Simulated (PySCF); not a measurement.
# C7H8ClF: magnetic properties

Aim: compute the magnetic properties of C7H8ClF (`FCC#C/C=C/CCCl`).

Programs: PySCF 2.14.0, with routines of our own; each step states its level. All values are computed. Atoms count from 0.

### 1 The starting structure

17 atoms, charge 0, multiplicity 1; geometry from: GFN2-xTB.

### 2 Magnetic properties: GIAO B97-2/pcSseg-1

Job settings and geometry (Å):

```
{"job": {"kind": "mag", "xc": "B97-2", "basis": "pcSseg-1", "isotopologues": 0}, "charge": 0, "multiplicity": 1}
F      4.276966     1.453018     0.201147
C      4.110289     0.097522     0.012348
C      2.709416    -0.255502    -0.070025
C      1.529668    -0.488801    -0.128136
C      0.162171    -0.818158    -0.193235
C     -0.781479     0.052105    -0.545885
C     -2.237628    -0.274946    -0.612018
C     -3.017705     0.617333     0.347223
Cl    -4.768124     0.282342     0.230895
H      4.631852    -0.157457    -0.919351
H      4.589805    -0.402627     0.863610
H     -0.085373    -1.840418     0.065335
H     -0.509636     1.068475    -0.796851
H     -2.406809    -1.322924    -0.358768
H     -2.604866    -0.103739    -1.628142
H     -2.879417     1.671593     0.106682
H     -2.726126     0.434214     1.381655
```

With the program's defaults for keys left out, this is: GIAO B97-2/pcSseg-1 magnetisability, rotational g tensor and spin-rotation constants, non-relativistic, gas phase.

Launch:

```
$ OMP_NUM_THREADS=1 python excited_run.py task.json out
```

The driver reads the jobs from task.json and runs them one after another.

The program printed:

```text
coarse grid: 15272 points
cycle   1  E = -831.2511206817  dE =  1.133e+00  |g| = 5.871e-01  |ddm| = 4.048e+00
cycle   2  E = -831.2211413302  dE =  2.998e-02  |g| = 7.663e-01  |ddm| = 1.437e+00
cycle   3  E = -831.3167061189  dE = -9.556e-02  |g| = 1.201e-01  |ddm| = 8.509e-01
cycle   4  E = -831.3188115185  dE = -2.105e-03  |g| = 6.830e-02  |ddm| = 1.619e-01
cycle   5  E = -831.3198475600  dE = -1.036e-03  |g| = 2.262e-02  |ddm| = 6.712e-02
cycle   6  E = -831.3199697647  dE = -1.222e-04  |g| = 3.082e-03  |ddm| = 2.152e-02
cycle   7  E = -831.3199718778  dE = -2.113e-06  |g| = 9.820e-04  |ddm| = 4.302e-03
final grid: 144784 points
cycle   8  E = -831.3608381241  dE = -7.035e-05  |g| = 8.213e-03  |ddm| = 9.116e-02
cycle   9  E = -831.3608319426  dE =  6.182e-06  |g| = 9.914e-03  |ddm| = 1.483e-02
cycle  10  E = -831.3608463476  dE = -1.441e-05  |g| = 1.339e-03  |ddm| = 1.033e-02
cycle  11  E = -831.3608465834  dE = -2.358e-07  |g| = 4.927e-04  |ddm| = 1.531e-03
cycle  12  E = -831.3608466368  dE = -5.342e-08  |g| = 1.982e-04  |ddm| = 5.429e-04
cycle  13  E = -831.3608466464  dE = -9.567e-09  |g| = 3.923e-05  |ddm| = 1.790e-04
cycle  14  E = -831.3608466467  dE = -2.794e-10  |g| = 1.940e-05  |ddm| = 4.635e-05
converged SCF energy = -831.3608466467

Magnetisability tensor (1e-30 J/T^2)
    -1533.25      -26.32       -1.25
      -26.32    -1378.67      -57.92
       -1.25      -57.92    -1429.92
isotropic -1447.28   principal values   -1538.89  -1464.36  -1338.59
isotropic susceptibility -87.157 1e-6 cm^3/mol

Inertial axes            a          b          c
rot. const./GHz      6.0092     0.2968     0.2874
chi total           -92.411    -85.300    -83.760
chi diamagnetic    -316.668  -3802.626  -3924.849
chi paramagnetic    224.257   3717.326   3841.089
quadrupole/D A       -9.754      4.050      5.704
g nuclear            0.5965     0.5143     0.5145
g electronic        -0.6331    -0.5183    -0.5186
g total             -0.0366    -0.0039    -0.0042

Spin-rotation constants (kHz, H = +C I.J)
atom  isotope        aa         bb         cc
  0    19F        0.414      0.128      0.142
  8   35Cl        0.244      0.068      0.075
  9     1H       -0.325     -0.021     -0.001
 10     1H       -0.381     -0.030      0.010
 11     1H       -0.528      0.007     -0.018
 12     1H       -0.500      0.009     -0.018
 13     1H       -0.599     -0.000     -0.024
 14     1H       -0.549     -0.032      0.006
 15     1H       -0.655      0.003     -0.019
 16     1H       -0.625     -0.030      0.011
  1    13C*       1.607      0.045      0.073
  2    13C*       0.598      0.097      0.097
  3    13C*       0.438      0.101      0.104
  4    13C*       2.205      0.089      0.059
  5    13C*       2.587      0.105      0.067
  6    13C*       0.943      0.056      0.057
  7    13C*       0.942      0.059      0.061
* in the singly substituted isotopologue
```

Run time: 59 s. Hardware: 1 thread of Arm Neoverse N1, shared host; peak memory 0.88 GiB.

Key values:

| quantity | value |
| --- | --- |
| magnetisability | -1447·10⁻³⁰ J/T² |
| molar susceptibility | -87.2·10⁻⁶ cm³/mol |
| rotational g (a, b, c) | -0.0366, -0.0039, -0.0042 |

### 3 Magnetic properties: GIAO B3LYP/cc-pVDZ in methanol

The job, as its differences from that of step 2:

```diff
@@ -1,2 +1,2 @@
-{"job": {"kind": "mag", "xc": "B97-2", "basis": "pcSseg-1", "isotopologues": 0}, "charge": 0, "multiplicity": 1}
+{"job": {"kind": "mag", "xc": "B3LYP", "basis": "cc-pVDZ", "scf": {"level_shift": 0.1}, "solvent": "methanol"}, "charge": 0, "multiplicity": 1}
 F      4.276966     1.453018     0.201147
```

Level: GIAO B3LYP/cc-pVDZ magnetisability, non-relativistic, IEF-PCM methanol.

The program printed:

```text
final grid: 144784 points
cycle   1  E = -831.4815093031  dE =  1.172e+00  |g| = 5.985e-01  |ddm| = 8.334e+00
cycle   2  E = -831.4755110668  dE =  5.998e-03  |g| = 6.883e-01  |ddm| = 2.242e+00
cycle   3  E = -831.5540241525  dE = -7.851e-02  |g| = 7.300e-02  |ddm| = 9.421e-01
cycle   4  E = -831.5552890681  dE = -1.265e-03  |g| = 2.833e-02  |ddm| = 2.111e-01
cycle   5  E = -831.5554493916  dE = -1.603e-04  |g| = 1.028e-02  |ddm| = 5.858e-02
cycle   6  E = -831.5554746945  dE = -2.530e-05  |g| = 2.360e-03  |ddm| = 2.176e-02
cycle   7  E = -831.5554757723  dE = -1.078e-06  |g| = 7.010e-04  |ddm| = 5.113e-03
cycle   8  E = -831.5554758887  dE = -1.164e-07  |g| = 1.576e-04  |ddm| = 1.566e-03
cycle   9  E = -831.5554758947  dE = -6.032e-09  |g| = 5.738e-05  |ddm| = 3.893e-04
cycle  10  E = -831.5554758957  dE = -9.534e-10  |g| = 1.204e-05  |ddm| = 1.285e-04
level shift removed, Fock matrix diagonalised once more
converged SCF energy = -831.5554758957

Magnetisability tensor (1e-30 J/T^2)
    -1503.53      -25.61       -1.00
      -25.61    -1374.27      -59.29
       -1.00      -59.29    -1420.07
isotropic -1432.63   principal values   -1510.62  -1456.12  -1331.14
isotropic susceptibility -86.275 1e-6 cm^3/mol

Inertial axes            a          b          c
rot. const./GHz      6.0092     0.2968     0.2874
chi total           -90.621    -85.054    -83.150
chi diamagnetic    -314.948  -3802.892  -3925.047
chi paramagnetic    224.327   3717.838   3841.897
quadrupole/D A      -11.964      5.213      6.750
```

Wall time 53 s (1 thread of Arm Neoverse N1, shared host); peak memory 0.83 GiB.

In short:

| quantity | value |
| --- | --- |
| magnetisability | -1433·10⁻³⁰ J/T² |
| molar susceptibility | -86.3·10⁻⁶ cm³/mol |

### 4 Outcome

```
                                            quantity                      value
       magnetisability (step 2, GIAO B97-2/pcSseg-1)           -1447·10⁻³⁰ J/T²
  molar susceptibility (step 2, GIAO B97-2/pcSseg-1)         -87.2·10⁻⁶ cm³/mol
rotational g (a, b, c) (step 2, GIAO B97-2/pcSseg-1)  -0.0366, -0.0039, -0.0042
```

The values above hold for this geometry and these levels alone. Vibrational averaging and real surroundings are missing from these values.
